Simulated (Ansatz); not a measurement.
# Alloy of GaAs and GaP (8 of 32 As sites exchanged), 64 atoms

How does this alloy cell relax, and what gap do PBEsol give?

All numbers are computed with Ansatz 0.2.0 (PAW, plane waves).

### 1 Starting point

64 atoms (32 Ga, 24 As, 8 P); a = 11.209 Å, b = 11.209 Å, c = 11.209 Å, α = 90.00°, β = 90.00°, γ = 90.00°. All atoms were shaken off their sites by about 0.02 Å along each axis.

Steps to follow: (2) PBEsol cell relaxation at the single k point (¼, ¼, ¼), on 16 threads of Intel Xeon Platinum 8259CL at 2.50GHz.

### 2 PBEsol relaxation of the cell and the positions

in.yaml

```yaml
crystal:
  lattice:
    - [11.209244, 0.000000, 0.000000]
    - [0.000000, 11.209244, 0.000000]
    - [0.000000, 0.000000, 11.209244]
  atoms:
    - { symbol: Ga, position: [0.001591, 0.000632, 0.002343] }
    - { symbol: Ga, position: [0.998042, 0.001782, 0.499202] }
    - { symbol: Ga, position: [0.998592, 0.500388, 0.998735] }
    - { symbol: Ga, position: [0.002679, 0.499443, 0.500222] }
    - { symbol: Ga, position: [0.496560, 0.999172, 0.001441] }
    - { symbol: Ga, position: [0.501140, 0.999499, 0.499619] }
    - { symbol: Ga, position: [0.501056, 0.500845, 0.000307] }
    - { symbol: Ga, position: [0.497014, 0.496615, 0.497880] }
    - { symbol: Ga, position: [0.249120, 0.248156, 0.997668] }
    - { symbol: Ga, position: [0.247079, 0.253468, 0.500104] }
    - { symbol: Ga, position: [0.249222, 0.745733, 0.003161] }
    - { symbol: Ga, position: [0.250314, 0.748121, 0.498103] }
    - { symbol: Ga, position: [0.749748, 0.252537, 0.999675] }
    - { symbol: Ga, position: [0.750038, 0.251500, 0.498557] }
    - { symbol: Ga, position: [0.752006, 0.748031, 0.998339] }
    - { symbol: Ga, position: [0.749211, 0.752363, 0.497814] }
    - { symbol: Ga, position: [0.247049, 0.000390, 0.250355] }
    - { symbol: Ga, position: [0.253463, 0.998646, 0.749975] }
    - { symbol: Ga, position: [0.249931, 0.497579, 0.249984] }
    - { symbol: Ga, position: [0.250387, 0.499822, 0.750811] }
    - { symbol: Ga, position: [0.749363, 0.001816, 0.251967] }
    - { symbol: Ga, position: [0.750140, 0.997110, 0.747583] }
    - { symbol: Ga, position: [0.750890, 0.497592, 0.251225] }
    - { symbol: Ga, position: [0.748949, 0.500341, 0.751547] }
    - { symbol: Ga, position: [0.999736, 0.249810, 0.248533] }
    - { symbol: Ga, position: [0.997759, 0.251457, 0.751675] }
    - { symbol: Ga, position: [0.004125, 0.750163, 0.249774] }
    - { symbol: Ga, position: [0.002481, 0.750336, 0.752988] }
    - { symbol: Ga, position: [0.498880, 0.247818, 0.246709] }
    - { symbol: Ga, position: [0.500032, 0.250624, 0.750184] }
    - { symbol: Ga, position: [0.503244, 0.750544, 0.255008] }
    - { symbol: Ga, position: [0.496131, 0.749413, 0.749557] }
    - { symbol: As, position: [0.123273, 0.123971, 0.125843] }
    - { symbol: As, position: [0.123177, 0.124483, 0.628021] }
    - { symbol: As, position: [0.124187, 0.625952, 0.126786] }
    - { symbol: As, position: [0.627386, 0.121886, 0.123082] }
    - { symbol: As, position: [0.624944, 0.125442, 0.624380] }
    - { symbol: As, position: [0.624776, 0.626252, 0.123576] }
    - { symbol: As, position: [0.622753, 0.626303, 0.624432] }
    - { symbol: As, position: [0.375635, 0.375887, 0.123224] }
    - { symbol: As, position: [0.371471, 0.374810, 0.625717] }
    - { symbol: As, position: [0.377115, 0.874516, 0.127030] }
    - { symbol: As, position: [0.873963, 0.374942, 0.126560] }
    - { symbol: As, position: [0.872841, 0.373659, 0.624327] }
    - { symbol: As, position: [0.875389, 0.871913, 0.625452] }
    - { symbol: As, position: [0.372283, 0.129617, 0.376008] }
    - { symbol: As, position: [0.874933, 0.123328, 0.376416] }
    - { symbol: As, position: [0.874367, 0.128919, 0.874835] }
    - { symbol: As, position: [0.874026, 0.625179, 0.375880] }
    - { symbol: As, position: [0.874932, 0.625242, 0.872764] }
    - { symbol: As, position: [0.126734, 0.876414, 0.373878] }
    - { symbol: As, position: [0.123605, 0.875623, 0.875070] }
    - { symbol: As, position: [0.626792, 0.377523, 0.376750] }
    - { symbol: As, position: [0.623782, 0.374988, 0.877978] }
    - { symbol: As, position: [0.626678, 0.874737, 0.374960] }
    - { symbol: As, position: [0.623943, 0.876688, 0.874099] }
    - { symbol: P, position: [0.125609, 0.624423, 0.624636] }
    - { symbol: P, position: [0.373140, 0.871894, 0.625337] }
    - { symbol: P, position: [0.875381, 0.871396, 0.125048] }
    - { symbol: P, position: [0.377352, 0.125732, 0.875829] }
    - { symbol: P, position: [0.376329, 0.630382, 0.374116] }
    - { symbol: P, position: [0.371208, 0.625269, 0.877181] }
    - { symbol: P, position: [0.127275, 0.374077, 0.376924] }
    - { symbol: P, position: [0.125870, 0.374504, 0.874851] }
  symmetry: { detect: false }
kpoints:
  mp_grid: { grid: [1, 1, 1], shift: [0.25, 0.25, 0.25] }
hamiltonian:
  xc: pbesol
scf:
  occupations: { method: fermi_dirac, width: 0.01 }
relax:
  f_tol: 0.03
  max_steps: 80
  escape_saddle: false
  adjacent_minimum: "off"
  cell: { fix: [shape] }
output:
  forces: true
  eigenvalues: true
  populations: true
```

The run is started by

```sh
ansatz run in.yaml --threads 16 --pin off --max-ram 34200MiB --runs-dir r --events-out ev --progress --plain
```

The log of the run:

```text
Pseudopotentials: kind: paw
Functional definition: PBEsol
  exchange = pbesol_x
  correlation = pbesol_c
Crystal: 64 atoms, lattice volume = 1408.410 Å³
Basis set: ecut = 420 eV, 27609 PW (Γ), exchange–correlation on 150×150×150 points (8 copies of the dense FFT grid, shifted against one another)
Bands: 490, of which v1, the nominal top of the filled ones, is band 408 counted from 1 (407 counted from 0)
Symmetry: 1 space group operations
k-points: 1
Non-local potential: Ga, projectors of the file, l = 0: 2, l = 1: 2, l = 2: 3, l = 3: 1
Non-local potential: As, projectors of the file, l = 0: 2, l = 1: 2, l = 2: 3, l = 3: 1
Non-local potential: P, projectors of the file, l = 0: 2, l = 1: 2, l = 2: 2
PAW form: soft (Blöchl's): semilocal exchange-correlation on the pseudo side does not see the compensation charge
PAW frozen core: Ga, regenerated for the run's functional, and the local potential with it (the file was generated under x = pbe(κ = 0.804, μ = 0.2195149727645171), c = pbe(β = 0.06672455060314922))
PAW frozen core: As, regenerated for the run's functional, and the local potential with it (the file was generated under x = pbe(κ = 0.804, μ = 0.2195149727645171), c = pbe(β = 0.06672455060314922))
PAW frozen core: P, regenerated for the run's functional, and the local potential with it (the file was generated under x = pbe(κ = 0.804, μ = 0.2195149727645171), c = pbe(β = 0.06672455060314922))
PAW one-centre angular grid: Ga, 590 points (default); XC on 64 Gauss nodes
PAW one-centre angular grid: As, 590 points (default); XC on 64 Gauss nodes
PAW one-centre angular grid: P, 110 points (default); XC on 64 Gauss nodes
Initial density: superposition of atomic densities (neutral atoms: chi_scale 0, normalization atom), corrected by the library's trained network
Initial wavefunctions: pseudopotential atomic-orbital guess
Functional: x = pbesol(κ = 0.804, μ = 0.12345679012345678), c = pbesol(β = 0.046)
SCF iter   1: F=—  HF=-241236.021874 eV  |F-HF|=—  |Δ(HF+E_count)|=         —  Δρ=4.40e-3  dr2=3.73e-1  ethr=1.77e-3  ⟨swp⟩=6.0  Hψ=1803  notcnv=0  defer=11
preconditioner: auto → Resta (q_TF=auto, 2.491 Å⁻¹)  ε∞=3.8  [insulator: Δε(μ)=1.391 eV  Ē_g=14.206 eV  σ=0.010 eV  W_gap=1.00  n_scr=364 (ndim 8)  ℏωp=23.7 eV  f_vac=0.065  D(μ)=0.00/eV (n_scr^D=0)  ε∞_Penn≈3.8]
SCF iter   2: F=—  HF=-241235.877795 eV  |F-HF|=—  |Δ(HF+E_count)|=   1.44e-1  Δρ=2.19e-3  dr2=8.79e-2  ethr=4.58e-5  ⟨swp⟩=2.0  Hψ=637  notcnv=0  defer=77
SCF iter   3: F=—  HF=-241235.864885 eV  |F-HF|=—  |Δ(HF+E_count)|=   1.29e-2  Δρ=6.05e-4  dr2=8.03e-3  ethr=1.08e-5  ⟨swp⟩=3.0  Hψ=550  notcnv=0  defer=77
SCF iter   4: F=—  HF=-241235.865973 eV  |F-HF|=—  |Δ(HF+E_count)|=   1.09e-3  Δρ=2.21e-4  dr2=1.12e-3  ethr=9.84e-7  ⟨swp⟩=2.0  Hψ=826  notcnv=0  defer=77
SCF iter   5: F=—  HF=-241235.866129 eV  |F-HF|=—  |Δ(HF+E_count)|=   1.56e-4  Δρ=1.27e-4  dr2=1.96e-4  ethr=1.38e-7  ⟨swp⟩=2.0  Hψ=821  notcnv=0  defer=77
SCF iter   6: F=—  HF=-241235.866271 eV  |F-HF|=—  |Δ(HF+E_count)|=   1.42e-4  Δρ=3.47e-5  dr2=1.76e-5  ethr=2.40e-8  ⟨swp⟩=2.0  Hψ=701  notcnv=0  defer=77
SCF iter   7: F=—  HF=-241235.865416 eV  |F-HF|=—  |Δ(HF+E_count)|=   8.55e-4  Δρ=1.18e-5  dr2=1.78e-6  ethr=2.15e-9  ⟨swp⟩=2.0  Hψ=821  notcnv=0  defer=77
SCF iter   8: F=—  HF=-241235.865418 eV  |F-HF|=—  |Δ(HF+E_count)|=   1.67e-6  Δρ=3.08e-6  dr2=1.50e-7  ethr=2.18e-10  ⟨swp⟩=3.0  Hψ=849  notcnv=0  defer=77
SCF iter   9: F=-241235.865418 eV  HF=-241235.865418 eV  |F-HF|=2.15e-8  |Δ(HF+E_count)|=   2.01e-7  Δρ=1.30e-6  dr2=2.72e-8  ethr=1.23e-11  ⟨swp⟩=13.0  Hψ=2936  notcnv=0
SCF 1 converged in 9 iterations: F = -241235.865418 eV  dr2 = 2.72e-8
relax step   1: F+E_penalty+E_count = -241235.86541769 eV  Δ(F+E_penalty+E_count) = +0.000e0 eV  max|allowed force component| = 8.525e-1 eV/Å  Δτ_max = 0.0000 Å  P = +0.097 GPa  Ω = 1408.410 Å³  fix = [alpha, beta, gamma, b/a, c/a]  reactions: b/a -0.017, c/a +0.007 GPa; alpha +0.734, beta +0.914, gamma +0.863 GPa/rad  (9 SCF iters, dr2 threshold 1.00e-7 eV, accepted)
[... 13 lines left out ...]
relax step   2: F+E_penalty+E_count = -241236.66042459 eV  Δ(F+E_penalty+E_count) = -7.950e-1 eV  max|allowed force component| = 2.085e-1 eV/Å  Δτ_max = 0.0954 Å  P = -0.032 GPa  Ω = 1407.442 Å³  energy of the carried Pulay correction = +1.968e-4 eV  fix = [alpha, beta, gamma, b/a, c/a]  reactions: b/a -0.006, c/a +0.003 GPa; alpha +0.776, beta +0.808, gamma +0.802 GPa/rad  (7 SCF iters, dr2 thres [...]
[... 9 lines left out ...]
relax step   3: F+E_penalty+E_count = -241236.70200119 eV  Δ(F+E_penalty+E_count) = -4.158e-2 eV  max|allowed force component| = 1.898e-2 eV/Å  Δτ_max = 0.0309 Å  P = -0.010 GPa  Ω = 1406.881 Å³  energy of the carried Pulay correction = +3.110e-4 eV  fix = [alpha, beta, gamma, b/a, c/a]  reactions: b/a -0.006, c/a +0.002 GPa; alpha +0.780, beta +0.774, gamma +0.778 GPa/rad  (5 SCF iters, dr2 thres [...]
[... 9 lines left out ...]
relax step   4: F+E_penalty+E_count = -241236.70169204 eV  Δ(F+E_penalty+E_count) = +3.091e-4 eV  max|allowed force component| = 1.901e-2 eV/Å  Δτ_max = 0.0000 Å  P = -0.009 GPa  Ω = 1406.881 Å³  fix = [alpha, beta, gamma, b/a, c/a]  reactions: b/a -0.006, c/a +0.002 GPa; alpha +0.779, beta +0.773, gamma +0.777 GPa/rad  stress off target by 9.26e-3 GPa on what of the cell is left free  SCF on the [...]
SCF converged after 6 iterations
Free energy (F): -241236.701692 eV
Harris-Foulkes:  -241236.701692 eV  (|F-HF|=2.62e-10)
Internal energy: -241236.701692 eV  (E = F + TS)
E sigma→0 (E₀):  -241236.701692 eV
Fermi energy:    8.308225 eV
--- Per-component energies (eV) ---
  E_band       = -8091.944838
  E_kinetic    = 6754.351349
  E_local      = -114981.006775  (includes V_loc(G=0)·N_el)
  E_nonlocal   = -2134.385960
  E_hartree    = 57102.797159
  E_xc         = -4571.025077
  E_vxc        = -4250.335446  (∫ρ·V_xc dr)
  E_paw        = -109855.687124  (= ΣΔE_a)
  E_vpaw       = -7686.156860  (= ΣTr[D̂ρ^β])
  E_aug_tail   = -0.003360  (compensation charges beyond the density's cutoff)
  E_ewald      = -73602.920252
  E_core_change = 51.178347  (= ΣΔE_core)
  E_smearing   = -0.000000  (= −TS)
  E_closure    = -0.000000  (closes the sum)
  Σ components = -241236.701692   (vs F -241236.701692, Δ=0.00e0)
--- Forces (eV/Å), atoms counted from 1 ---
  atom   1  Ga    -0.00537586    -0.00010678     0.00282876
  atom   2  Ga     0.00367236    -0.01261202    -0.00798101
  atom   3  Ga     0.00453897     0.00007755    -0.00384649
  atom   4  Ga     0.01006960    -0.01513573     0.00116690
  atom   5  Ga     0.00475662     0.00084327    -0.00627067
  atom   6  Ga    -0.00315819     0.00880765    -0.00475928
  atom   7  Ga    -0.00691990    -0.01355501    -0.00275113
  atom   8  Ga    -0.00663239     0.00848896    -0.00396270
  atom   9  Ga     0.00788272     0.00115233    -0.00173058
  atom  10  Ga    -0.00687450    -0.00120981    -0.00110458
  atom  11  Ga     0.00149162     0.00493529    -0.00468912
  atom  12  Ga    -0.00038180     0.00142119     0.00177141
  atom  13  Ga    -0.00359424    -0.01107644     0.00246684
  atom  14  Ga     0.00416045    -0.00568712    -0.00246022
  atom  15  Ga     0.00551729     0.01160818     0.01098173
  atom  16  Ga     0.00647352     0.00028950    -0.00670802
  atom  17  Ga     0.00102573     0.00711769     0.00600101
  atom  18  Ga     0.00085579     0.00526298     0.01147419
  atom  19  Ga    -0.00195628     0.00138623    -0.00318587
  atom  20  Ga    -0.00415891    -0.01353049    -0.00021008
  atom  21  Ga     0.00820161    -0.01108151    -0.01716170
  atom  22  Ga    -0.00364041     0.00917754     0.00835067
  atom  23  Ga    -0.00170061    -0.00750406    -0.00041937
  atom  24  Ga     0.00584988     0.00086478     0.00129109
  atom  25  Ga     0.00271809     0.00585047     0.01252916
  atom  26  Ga     0.01405645     0.01901082    -0.00603880
  atom  27  Ga    -0.00968014    -0.00918871     0.00148551
  atom  28  Ga    -0.00847283    -0.00971565    -0.00642711
  atom  29  Ga     0.00088877     0.01355475    -0.00106112
  atom  30  Ga     0.00178184    -0.00409030     0.00827709
  atom  31  Ga     0.00336225    -0.00048210    -0.00215603
  atom  32  Ga    -0.00949390    -0.01603939    -0.00095435
  atom  33  As    -0.00053421    -0.01038794    -0.00993355
  atom  34  As     0.00048010     0.00629275    -0.00100860
  atom  35  As    -0.00610516     0.00320364     0.00471940
  atom  36  As     0.00424467     0.00048438     0.00566838
  atom  37  As    -0.00706472    -0.00631778    -0.00308491
  atom  38  As    -0.00165269     0.00811988    -0.00212258
  atom  39  As    -0.00775736     0.00174695     0.00894697
  atom  40  As    -0.00033536    -0.00371144    -0.00361684
  atom  41  As    -0.00728701     0.01447298    -0.00046594
  atom  42  As    -0.00059300    -0.00270423    -0.00226150
  atom  43  As    -0.00046673     0.00489448    -0.00166054
  atom  44  As     0.00544157    -0.00165532     0.00045433
  atom  45  As     0.00898313    -0.00046493    -0.00105318
  atom  46  As     0.00393207    -0.01169890     0.00232215
  atom  47  As    -0.00665980     0.01015813     0.00753618
  atom  48  As    -0.00304569    -0.01571167     0.00713586
  atom  49  As     0.00458971     0.01374937    -0.00889752
  atom  50  As    -0.00032090     0.00279396     0.00012807
  atom  51  As    -0.00144732     0.00004048     0.00244103
  atom  52  As     0.00630450    -0.00677239     0.00106542
  atom  53  As     0.00684747    -0.00443721    -0.00649441
  atom  54  As    -0.01130907     0.00886049    -0.00845630
  atom  55  As    -0.00183717    -0.00626344     0.00626671
  atom  56  As     0.00752860     0.00208150     0.00114109
  atom  57  P      0.00249694    -0.00093379    -0.00719219
  atom  58  P      0.00668386    -0.00248440     0.00420783
  atom  59  P     -0.00740490     0.00484133     0.00511194
  atom  60  P     -0.00454501     0.01114881    -0.00537554
  atom  61  P     -0.00774913    -0.00895032     0.01690468
  atom  62  P      0.00152525     0.01708176    -0.00669939
  atom  63  P     -0.00319439     0.00528430     0.00420184
  atom  64  P      0.00498828    -0.00159724     0.00532377
  max |Σ_I F_I| component: 1.77e-6 eV/Å
--- Stress (GPa, compression-positive) ---
       -0.005451      -0.777230      -0.773436
       -0.777230      -0.015532      -0.779317
       -0.773436      -0.779317      -0.006809
  P = ⅓ Tr σ = -0.0093 GPa (-0.093 kbar)
--- Band table (eV) ---
  k-point 0: bands = [... 396 lower levels ..., "6.6264", "6.6539", "6.6765", "6.7070", "6.7156", "6.8091", "6.8229", "7.0898", "7.1195", "7.1666", "7.5956", "7.6011", "9.0108", "9.4275", "9.4443", "9.4736", "9.5344", "9.8383", "9.8583", "9.8863", "9.9165", "9.9512", "9.9823", "10.1776", ... 70 higher levels ...]
--- Relaxed structure (3 steps of the walk, 3 accepted, 1 SCFs on fresh bases) ---
  F+E_penalty+E_count = -241236.70169204 eV   max|allowed force component| = 1.901e-2 eV/Å   (the final SCF, on the basis selected at the relaxed cell)
  cell:  # Å, volume = 1406.8805 Å³
    - [11.205186112361377, 3.946316259429691e-111, 2.055819105495049e-143]
    - [3.946316259429691e-111, 11.205186112361377, -1.469897537070712e-143]
    - [2.055819105495049e-143, -1.469897537070712e-143, 11.205186112361377]
  atoms:
    - { symbol: Ga, position: [-0.002275029401748622, -0.003355507014011834, 0.003188552675332269] }
    - { symbol: Ga, position: [1.0008608043216134, 0.00020592741025444948, 0.5010587699989333] }
[... 62 atoms left out ...]
--- Löwdin populations: 64 sites ---
  site symbol       q [e]
     0     Ga     12.9608
     1     Ga     12.9632
     2     Ga     12.9653
     3     Ga     12.9635
     4     Ga     12.9654
     5     Ga     12.9618
     6     Ga     12.9628
     7     Ga     12.9663
     8     Ga     12.9602
     9     Ga     12.9665
    10     Ga     12.9697
    11     Ga     12.9639
    12     Ga     12.9636
    13     Ga     12.9556
    14     Ga     12.9617
    15     Ga     12.9656
    16     Ga     12.9648
    17     Ga     12.9656
    18     Ga     12.9651
    19     Ga     12.9705
    20     Ga     12.9572
    21     Ga     12.9620
    22     Ga     12.9614
    23     Ga     12.9592
    24     Ga     12.9633
    25     Ga     12.9651
    26     Ga     12.9623
    27     Ga     12.9637
    28     Ga     12.9624
    29     Ga     12.9637
    30     Ga     12.9632
    31     Ga     12.9644
    32     As     15.0014
    33     As     15.0019
    34     As     15.0023
    35     As     15.0001
    36     As     15.0004
    37     As     15.0009
    38     As     15.0014
    39     As     15.0034
    40     As     15.0032
    41     As     15.0023
    42     As     15.0007
    43     As     15.0015
    44     As     15.0005
    45     As     15.0009
    46     As     15.0009
    47     As     15.0006
    48     As     15.0012
    49     As     15.0011
    50     As     15.0029
    51     As     15.0026
    52     As     14.9998
    53     As     15.0008
    54     As     15.0006
    55     As     15.0026
    56      P      4.9744
    57      P      4.9747
    58      P      4.9701
    59      P      4.9724
    60      P      4.9735
    61      P      4.9738
    62      P      4.9723
    63      P      4.9726
  spilling = 0.001657 (of n_electrons = 816.000000)
```

Wall time 52 s (16 threads of Intel Xeon Platinum 8259CL at 2.50GHz, shared host); peak memory 3.9 GiB.

Step by step (solves on a freshly chosen basis count as rows, and their energies jump a little):

| accepted step | energy change (eV) | largest force component (eV/Å) | SCF cycles | pressure (GPa) |
| --- | --- | --- | --- | --- |
| 1 | 0.000 | 0.852 | 9 | 0.10 |
| 2 | -0.795 | 0.208 | 7 | -0.03 |
| 3 | -0.837 | 0.019 | 5 | -0.01 |
| 4 | -0.836 | 0.019 | 6 | -0.01 |

Largest shifts, less the median shift:

| atom | shift (Å) | dx | dy | dz |
| --- | --- | --- | --- | --- |
| Ga31 | 0.100 | -0.088 | -0.044 | -0.019 |
| Ga25 | 0.092 | 0.053 | 0.051 | 0.054 |
| Ga28 | 0.092 | 0.023 | -0.042 | -0.078 |
| Ga27 | 0.089 | -0.074 | 0.029 | -0.042 |
| Ga21 | 0.087 | 0.031 | -0.057 | -0.058 |
| Ga6 | 0.086 | -0.060 | -0.042 | 0.045 |
| Ga7 | 0.083 | -0.060 | 0.037 | -0.044 |
| Ga3 | 0.082 | 0.063 | -0.048 | -0.021 |

|  | before | after | change |
| --- | --- | --- | --- |
| a (Å) | 11.209 | 11.205 | -0.04 % |
| b (Å) | 11.209 | 11.205 | -0.04 % |
| c (Å) | 11.209 | 11.205 | -0.04 % |
| volume (Å³/atom) | 22.006 | 21.983 | -0.11 % |

Bonds in the relaxed cell, counted within a distance cut:

| pair | count | mean (Å) | spread (Å) | least | most |
| --- | --- | --- | --- | --- | --- |
| As–Ga | 96 | 2.443 | 0.008 | 2.429 | 2.463 |
| Ga–P | 32 | 2.375 | 0.006 | 2.362 | 2.388 |

Spacing of the frontier levels at the single k point (¼, ¼, ¼): 1.41 eV (7.601 to 9.011 eV).

### 3 Results

| level | time | top filled to lowest empty (eV) |
| --- | --- | --- |
| PBEsol, relaxation | 52 s (16 CPU threads) | 1.41 |

```
     quantity                                                                         value
   relaxation                                              4 recorded steps, 0.84 eV gained
largest shift                                                                 0.10 Å (Ga31)
 relaxed cell  a = 11.205 Å, b = 11.205 Å, c = 11.205 Å, α = 90.00°, β = 90.00°, γ = 90.00°
   mean bonds                                                     As–Ga 2.443, Ga–P 2.375 Å
```

**What this shows.** The relaxation lowers the energy by 0.84 eV; the largest shift is 0.10 Å (Ga31), while the volume changes by -0.1 %. The mean lengths of the listed bonds run from Ga–P 2.38 Å to As–Ga 2.44 Å. No spin–orbit coupling is included; with elements this heavy it would shift the edges. With one k point the spacing samples only the states that fold onto it, so it can exceed the gap over the zone.
